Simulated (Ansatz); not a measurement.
Write a Python script for the Python package of Ansatz (0.2.0) that makes a single point of MgSe2, space group Pa-3. Use: LDA, PAW, cutoff 517 eV, 3×3×3 k-points, fixed occupations.

The script reads `mgse2.extxyz`:
```text
12
Lattice="6.45999753 0.0 0.0 0.0 6.45999753 0.0 0.0 0.0 6.45999753" Properties=species:S:1:pos:R:3 pbc="T T T"
Mg    3.22999876    3.22999876    0.00000000
Mg    3.22999876    0.00000000    3.22999876
Mg    0.00000000    3.22999876    3.22999876
Mg    0.00000000    0.00000000    0.00000000
Se    0.68606815    5.77392938    2.54393062
Se    5.77392938    2.54393062    0.68606815
Se    2.54393062    0.68606815    5.77392938
Se    3.91606691    3.91606691    3.91606691
Se    5.77392938    0.68606815    3.91606691
Se    0.68606815    3.91606691    5.77392938
Se    3.91606691    5.77392938    0.68606815
Se    2.54393062    2.54393062    2.54393062
```

`scf_mgse2.py`
```python
'''Single point of MgSe2.'''

import json

import ansatz as az


def main() -> None:
    cell = az.Crystal.from_extxyz('mgse2.extxyz')

    # functional, basis and sampling
    base = cell.calculation()
    base = base.occupations('Fixed').kpoints(3, center='gamma')
    base = base.functional('LDA')
    base = base.basis(19 * az.Ha)
    base = base.forces()
    outcome = base.run(threads=1, backend='cpu')
    rep = outcome.report

    print('%-22s %14.5f eV' % ('F = E - TS', rep['free_energy_ev']))
    print('%-22s %14.5f eV' % ('E', rep['internal_energy_ev']))
    print('%-22s %14.5f eV' % ('Harris-Foulkes', rep['harris_foulkes_ev']))
    print('%-22s %14.5f eV' % ('Fermi level', rep['fermi_energy_ev']))

    used = rep['setup']
    print('cutoffs (eV):', used['ecut_ev'], used['ecutrho_ev'], ' FFT grid:', used['fft_dense'])
    print('cell volume {:.3f} A^3, {} symmetry operations'.format(used['cell_volume_ang3'], used['n_sym_ops']))

    keep = ['free_energy_ev', 'energy_sigma0_ev', 'fermi_energy_ev', 'n_iterations', 'converged', 'magnetization_mub', 'n_kpoints']
    with open('mgse2.json', 'w') as handle:
        json.dump({key: rep[key] for key in keep}, handle, indent=1)

    if outcome.unlabelled_reasons:
        print('not a label:', outcome.unlabelled_reasons)
    else:
        print(outcome.training_frame().splitlines()[0], 'atoms in the frame')


if __name__ == '__main__':
    main()
```

```console
$ python scf_mgse2.py
F = E - TS               -50682.71212 eV
E                        -50682.71212 eV
Harris-Foulkes           -50682.71212 eV
Fermi level                   7.20876 eV
cutoffs (eV): 517.016338673772 2068.065354695088  FFT grid: [48, 48, 48]
cell volume 269.586 A^3, 24 symmetry operations
12 atoms in the frame
```

File `mgse2.json` afterwards:
```json
{
 "free_energy_ev": -50682.71212378437,
 "energy_sigma0_ev": -50682.71212378437,
 "fermi_energy_ev": 7.20876055118453,
 "n_iterations": 7,
 "converged": true,
 "magnetization_mub": 0.0,
 "n_kpoints": 4
}
```

Absolute energies stand on the zero of these potentials, so only differences at equal settings mean something. A total without «per atom» is that of the cell as typed. The Fermi level of a run with fixed occupations marks the highest occupied state on its mesh, not mid-gap. Only differences from the Fermi energy are physical; the zero of the scale is a convention. This cell is a computed structure, which may not be the phase found in nature. Cost: about 7 core-seconds.

(Lines on the test bed's own set-up are left out of the output.)
